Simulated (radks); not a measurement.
# Ga⁺ in [Ar] 3d10 4s2: an all-electron calculation

An exercise on one series of results from a longer session: the logs are not shown, and one member is left open.

Method: scalar-relativistic Kohn-Sham, PBE, spin-unpolarised, spherical densities, point nucleus. Code: radks (a radial shooting solver on a logarithmic mesh, Libxc functionals) version 1.

### What is computed

* element: gallium (Z = 31)
* charge: +1
* electrons: 30
* configuration: [Ar] 3d10 4s2

The outer shells:

Ga⁺
```
[Ar] core
3d [↑↓][↑↓][↑↓][↑↓][↑↓]
4s [↑↓]
```

Set-up of the first run:

The run's settings:

```text
Z 31
configuration [Ar] 3d10 4s2 4p0 5s0 4d0 4f0
relativity scalar-relativistic
functional pbe,pbe
spin unpolarised
nucleus point
c 137.035999084
```

Run with:

```
python run_ks.py task.json out
```

All runs below come from this command, one after another.

Among the steps run: Self-consistent calculation.

One of the session's tables, all rows but one given; the rest of the session is left out.

From the orbitals of this run (lengths in bohr):

| level | <r> | outermost maximum (interpolated) | 90 % within | nodes |
| --- | --- | --- | --- | --- |
| 1s | ? | ? | ? | ? |
| 2s | 0.2178 | 0.182 | 0.337 | 1 |
| 2p | 0.1907 | 0.146 | 0.312 | 0 |
| 3s | 0.6519 | 0.564 | 0.976 | 2 |
| 3p | 0.6792 | 0.567 | 1.05 | 1 |
| 3d | 0.8075 | 0.533 | 1.39 | 0 |
| 4s | 2.217 | 1.85 | 3.33 | 3 |
| 4p | 2.861 | 2.31 | 4.39 | 2 |

Q: Estimate the row for 1s from the others.

The run gave: <r>: 0.04860; outermost maximum (interpolated): 0.0318; 90 % within: 0.0869; nodes: 0. In the column «<r>» it is the lowest.
